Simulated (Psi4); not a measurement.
# [AgCl2]− (SMILES [Cl][Ag-][Cl]): CEPA(0)/def2-SVP (density fitting, core potential)

What is the energy difference between two shapes of [AgCl2]− at CEPA(0)/def2-SVP (density fitting, core potential)? 

Program for the calculation: Psi4 1.11.

2 further runs of the same task are left out: 2 set aside as unsound or not needed.

## (1) Starting point

The species is [AgCl2]− (3 atoms), meant as a singlet with charge -1. SMILES: `[Cl][Ag-][Cl]`. The shape comes from GFN2-xTB, which is rough for such elements, and wasn't checked as a minimum.

Bond lengths: Ag1–Cl2 2.292 Å, Ag1–Cl3 2.292 Å. Angles: Cl2–Ag1–Cl3 180.0°.

## (2) The energy at CEPA(0)/def2-SVP (density fitting, core potential)

agcl2.xyz

```xyz
3
AgCl2
Ag     0.000080     0.000050     0.000040
Cl    -0.016310    -0.020570     2.291760
Cl     0.016230     0.020520    -2.291810
```

run.py

```python
import psi4

psi4.set_memory(1600000000)
psi4.set_num_threads(1)
psi4.set_output_file('psi4.out', False)

with open('agcl2.xyz') as f:
    atoms = ''.join(f.readlines()[2:])
molecule = psi4.geometry('-1 1\n' + atoms + 'symmetry c1\nno_reorient\nno_com')

psi4.set_options({
    'basis': 'def2-SVP',
    'reference': 'rhf',
    'scf_type': 'df',
    'num_frozen_docc': 10,
})

result = psi4.energy('cepa(0)', molecule=molecule)
print('E =', round(result, 9))
```

Started as:

```console
$ python run.py
```

psi4.out:

```text
[...]
    !!!  WARNING: ECP capability is in beta. Please check occupations closely.  !!!
[...]
  Running in c1 symmetry.
[...]
  Nuclear repulsion =  182.515915340064282
[...]
  Multiplicity = 1
[...]
  Nalpha       = 27
  Nbeta        = 27
[...]
    Number of basis functions: 67
[...]
   @DF-RHF iter   1: -1064.87434200105554   -7.85822e-01   4.97888e-03 DIIS/ADIIS
[...]
   @DF-RHF iter  11: -1064.95619716608940   -1.59162e-12   1.78670e-09 DIIS
[...]
    Orbital Energies [Eh]
    ---------------------
    Doubly Occupied:
       1A   -104.534763     2A   -104.534702     3A    -10.295958
       4A    -10.295941     5A     -7.770402     6A     -7.770390
       7A     -7.769047     8A     -7.769047     9A     -7.769036
      10A     -7.769036    11A     -4.158681    12A     -2.609899
      13A     -2.605236    14A     -2.605236    15A     -0.824225
      16A     -0.814344    17A     -0.373925    18A     -0.357559
      19A     -0.357559    20A     -0.333713    21A     -0.333713
      22A     -0.239388    23A     -0.232119    24A     -0.232119
      25A     -0.204507    26A     -0.201776    27A     -0.201776
[...]
  @DF-RHF Final Energy: -1064.95619716608940
   => Energetics <=
    Nuclear Repulsion Energy =            182.5159153400642822
    One-Electron Energy =               -1909.0160339923149877
    Two-Electron Energy =                 661.5439214861612527
    Total Energy =                      -1064.9561971660893960
[...]
 Multipole Moments:
 ------------------------------------------------------------------------------------
     Multipole            Electronic (a.u.)      Nuclear  (a.u.)        Total (a.u.)
 ------------------------------------------------------------------------------------
 L = 1.  Multiply by 2.5417464519 to convert [e a0] to [Debye]
 Dipole X            :         -0.0001894            0.0003024            0.0001129
 Dipole Y            :         -0.0001189            0.0001890            0.0000701
 Dipole Z            :          0.0003446           -0.0001701            0.0001745
 Magnitude           :                                                    0.0002194
[...]
      * SCS-MP2 total energy:                -1065.525059210505
[...]
      * MP2 total energy:                    -1065.575634684036
[...]
```

The script printed:

```text
E = -1065.596060533
```

Run time: 5.4 s. Hardware: 1 thread of Intel Xeon 6975P-C (Granite Rapids), shared host; peak memory 0.33 GiB.

## (3) The distorted shape, same level

input.dat

```
memory 1600 MB

molecule {
  -1 1
  Ag    -0.076374     0.018824    -0.050912
  Cl    -0.009432     0.061701     2.291714
  Cl     0.022983     0.022672    -2.314020
  units angstrom
  symmetry c1
  no_reorient
  no_com
}

set basis def2-SVP
set reference rhf
set scf_type df
set num_frozen_docc 10

energy('cepa(0)')
```

Started as:

```console
$ psi4 -n 1 input.dat output.dat
```

output.dat:

```text
[...]
    !!!  WARNING: ECP capability is in beta. Please check occupations closely.  !!!
[...]
  Running in c1 symmetry.
[...]
  Nuclear repulsion =  181.576958438390875
[...]
  Multiplicity = 1
[...]
  Nalpha       = 27
  Nbeta        = 27
[...]
    Number of basis functions: 67
[...]
   @DF-RHF iter   1: -1064.87449196648777   -7.98627e-01   4.98935e-03 ADIIS/DIIS
[...]
   @DF-RHF iter  11: -1064.95665592405271   -5.00222e-12   6.33216e-09 DIIS
[...]
    Orbital Energies [Eh]
    ---------------------
    Doubly Occupied:
       1A   -104.537556     2A   -104.531510     3A    -10.299059
       4A    -10.292208     5A     -7.773534     6A     -7.772102
       7A     -7.772102     8A     -7.766604     9A     -7.765376
      10A     -7.765376    11A     -4.159279    12A     -2.610309
      13A     -2.606051    14A     -2.606048    15A     -0.825321
      16A     -0.811610    17A     -0.373293    18A     -0.357549
      19A     -0.357411    20A     -0.334686    21A     -0.334686
      22A     -0.238360    23A     -0.231595    24A     -0.231468
      25A     -0.205343    26A     -0.202221    27A     -0.202104
[...]
  @DF-RHF Final Energy: -1064.95665592405271
   => Energetics <=
    Nuclear Repulsion Energy =            181.5769584383908750
    One-Electron Energy =               -1907.1417088159912510
    Two-Electron Energy =                 660.6080944535476647
    Total Energy =                      -1064.9566559240527113
[...]
 Multipole Moments:
 ------------------------------------------------------------------------------------
     Multipole            Electronic (a.u.)      Nuclear  (a.u.)        Total (a.u.)
 ------------------------------------------------------------------------------------
 L = 1.  Multiply by 2.5417464519 to convert [e a0] to [Debye]
 Dipole X            :          2.2666983           -2.3068624           -0.0401641
 Dipole Y            :         -3.4744860            3.3863835           -0.0881025
 Dipole Z            :          2.4859285           -2.5445729           -0.0586444
 Magnitude           :                                                    0.1132006
[...]
      * SCS-MP2 total energy:                -1065.524756629982
[...]
      * MP2 total energy:                    -1065.575173213510
[...]
```

Wall time 6.6 s (1 thread of Intel Xeon 6975P-C (Granite Rapids), shared host); peak memory 0.32 GiB.

## (4) Results

Level: CEPA(0)/def2-SVP (density fitting, core potential), 10 core orbitals frozen.

| quantity | value |
| --- | --- |
| first shape: total energy | -1065.59606 Eh |
| first shape: HOMO energy (Hartree–Fock orbitals) | -5.49 eV |
| first shape: LUMO energy (Hartree–Fock orbitals) | 6.40 eV |
| first shape: HOMO–LUMO gap (to an unbound level, set by the basis) | 11.89 eV |
| first shape: correlation energy (10 core orbitals frozen) | -639.9 mEh |
| distorted shape: total energy | -1065.59587 Eh |
| distorted shape: HOMO energy (Hartree–Fock orbitals) | -5.50 eV |
| distorted shape: LUMO energy (Hartree–Fock orbitals) | 6.34 eV |
| distorted shape: HOMO–LUMO gap (to an unbound level, set by the basis) | 11.84 eV |
| distorted shape: correlation energy (10 core orbitals frozen) | -639.2 mEh |
| energy change with the atoms displaced | 0.005 eV |

What this shows: With the atoms displaced the energy rises by 0.01 eV (0.5 kJ/mol). The first shape isn't relaxed at this level, so the change isn't measured from a minimum.
